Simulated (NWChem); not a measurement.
**UMP2/LANL2DZ (core potential) run of GaClF (SMILES [F][Ga][Cl])**

Aim: the vertical ionisation energy of GaClF at UMP2/LANL2DZ (core potential), from 2 runs. 

The calculation is run with NWChem 7.3.0.

### 1 Starting point

The species is GaClF (3 atoms), meant as a doublet with charge 0. SMILES: `[F][Ga][Cl]`. The coordinates come from a PBE0-D4/def2-TZVP relaxation.

Bond lengths: F1–Ga2 1.758 Å, Ga2–Cl3 2.157 Å. Angles: F1–Ga2–Cl3 117.7°.

### 2 The energy at UMP2/LANL2DZ (core potential)

Contents of calc.nw:

```
start calc
memory 2200 mb

geometry units angstrom noautosym nocenter noautoz
 F     -1.421100     0.295900    -0.754800
 Ga     0.066400     0.649600     0.112200
 Cl     1.343900    -1.010300     0.629300
end

basis spherical bse
 * library LANL2DZ
end

ecp bse
 Ga library LANL2DZ
 Cl library LANL2DZ
end

scf
 doublet
 uhf
 thresh 1e-08
 maxiter 80
 print low
end

mp2
 freeze core 1
 tight
end

task mp2 energy
```

The run is started by

```sh
nwchem calc.nw > calc.out
```

What it wrote:

```text
[...]
  functions       =    25
[...]
  wavefunction    = UHF
[...]
         Total SCF energy =   -116.207917721330
      One electron energy =   -213.962418287839
      Two electron energy =     74.542952520506
 Nuclear repulsion energy =     23.211548046003
                       Sz =      0.5000
                 Sz(Sz+1) =      0.7500
                      S^2 =      0.7554
[...]
          Total MP2 energy          -116.382325022641
[...]
```

It took 2.8 s on 1 thread of Intel Xeon Platinum 8488C (Sapphire Rapids), shared host; peak memory 0.099 GiB.

### 3 The singlet cation

Contents of a.nw:

```
echo
start a
memory total 2200 mb
charge 1

geometry units angstrom noautosym nocenter noautoz
  F       -1.421100       0.295900      -0.754800
  Ga       0.066400       0.649600       0.112200
  Cl       1.343900      -1.010300       0.629300
end

basis spherical bse
  * library LANL2DZ
end

ecp bse
  Ga library LANL2DZ
  Cl library LANL2DZ
end

scf
  thresh 1e-08
  maxiter 80
  print low
end

mp2
  freeze core 1
  tight
end

task mp2
```

The run is started by

```sh
nwchem a.nw > a.out
```

What it wrote:

```text
[...]
  functions       =    25
[...]
  wavefunction    = RHF
[...]
         Total SCF energy =   -115.836080888795
      One-electron energy =   -209.200006265407
      Two-electron energy =     70.152377330609
 Nuclear repulsion energy =     23.211548046003
        Time for solution =      0.8s
[...]
          Total MP2 energy          -116.029260281559
[...]
```

Wall time 1.5 s (1 thread of Intel Xeon Platinum 8488C (Sapphire Rapids), shared host); peak memory 0.1 GiB.

### 4 Results

Level: UMP2/LANL2DZ (core potential), 1 core orbital frozen.

| quantity | value |
| --- | --- |
| doublet GaClF: total energy | -116.38233 Eh |
| doublet GaClF: correlation energy (1 core orbital frozen) | -174.4 mEh |
| doublet GaClF: ⟨S²⟩ of the reference determinant | 0.755 |
| singlet cation: total energy | -116.02926 Eh |
| singlet cation: correlation energy (1 core orbital frozen) | -193.2 mEh |
| vertical ionisation energy (to the singlet cation) | 9.607 eV |

The vertical ionisation energy comes to 9.61 eV (927 kJ/mol). Only the singlet of the ionised species was computed; a triplet could lie lower.
